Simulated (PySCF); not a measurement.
# H4W (W(H)4+): the cost of one run

The runs use PySCF 2.14.0; r2SCAN, W def2-SVP with ECP60, H def2-SVP; scalar-relativistic core potentials, no spin–orbit coupling.

3 further runs of the same task are left out: 2 for a known fault of the program, 1 that didn't finish.

### Step 1. The system as given

5 atoms, charge 1, spin multiplicity 2.

Bond lengths: W1–H2 1.780 Å, W1–H3 1.780 Å, W1–H4 1.780 Å, W1–H5 1.780 Å. Angles: H2–W1–H3 90.0°, H2–W1–H4 180.0°, H2–W1–H5 90.0°, H3–W1–H4 90.0°, H3–W1–H5 180.0°, H4–W1–H5 90.0°.

As a file:

```
W     0.0000    0.0000    0.0000
H     1.7800    0.0000    0.0000
H     0.0000    1.7800    0.0000
H    -1.7800    0.0000    0.0000
H     0.0000   -1.7800    0.0000
```

Formal oxidation states: W +5.

### Step 2. SCF at the start, doublet

Contents of run.py (the lines that set the calculation):

```python
mol = gto.M(atom='''
W      0.00000     0.00000     0.00000
H      1.78000     0.00000     0.00000
H      0.00000     1.78000     0.00000
H     -1.78000     0.00000     0.00000
H      0.00000    -1.78000     0.00000''',
    basis={'W': 'def2-SVP', 'H': 'def2-SVP'},
    ecp={'W': 'def2-SVP'},
    charge=1, spin=1)
mf = dft.UKS(mol, xc='R2SCAN')
mf.grids.atom_grid = (50, 194)
mf = mf.density_fit()  # fitting sets: W def2-universal-JKFIT, H def2-universal-JKFIT
mf.conv_tol = 1e-08; mf.max_cycle = 55
mf.kernel(dm0)  # dm0: free metal ions and neutral atoms
```

Command:

```sh
> OMP_NUM_THREADS=2 python run.py
```

**Question.** How long does this run take on 2 threads of Intel Xeon at 2.50GHz (Skylake/Cascade Lake), shared host, and how much memory does it need?

About 3.6 min, with a peak of 0.44 GiB.
